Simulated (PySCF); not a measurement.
# C2H7NP2Si: the cost of one run

The runs use PySCF 2.14.0, with density-fitted response routines of our own; the level of theory stands in each step. All values are computed, except where a source is named. Atoms count from 0, in the outputs and in this text.

## 1. Starting geometry

13 atoms, charge 0, multiplicity 1; geometry from: GFN2-xTB. The atoms were then displaced at random by about 0.01 Å, so the start is not that level's minimum.

Bonds of the start (Å): C0–C1 1.19, C1–Si2 1.87, Si2–N3 1.69, Si2–P4 2.28, Si2–P5 2.25, C0–H6 1.07, N3–H7 1.02, N3–H8 0.98, P4–H9 1.40, P4–H10 1.38, P5–H11 1.38, P5–H12 1.37.

## 2. Geometry optimisation at PBE0-D3(BJ)/def2-SVP

Job settings and geometry (Å):

```
{"job": {"xc": "PBE0", "basis": "def2-SVP", "d3": "d3bj", "grid": 1, "shake": 0.01, "kind": "geom"}, "charge": 0, "multiplicity": 1}
C     -0.226300     2.294140     1.238880
C     -0.187540     1.283880     0.615220
Si    -0.055840    -0.348660    -0.293840
N     -1.080100    -0.504130    -1.623180
P      2.016850    -0.587310    -1.203510
P     -0.587280    -2.045830     1.091870
H     -0.303540     3.223680     1.767330
H     -2.082860    -0.637360    -1.470540
H     -0.950440     0.007850    -2.452710
H      2.689200    -0.451430     0.019770
H      2.141590     0.764430    -1.465510
H     -1.629010    -1.360170     1.677820
H      0.261080    -1.655970     2.088060
```

Run with:

```bash
OMP_NUM_THREADS=1 python probes_run.py task.json out
```

The driver reads the jobs from task.json and runs them one after another.

Q: Estimate the wall time and peak memory of this first job on 1 thread of Arm Neoverse V2, shared host.

About 83 s, with a peak of 0.53 GiB.
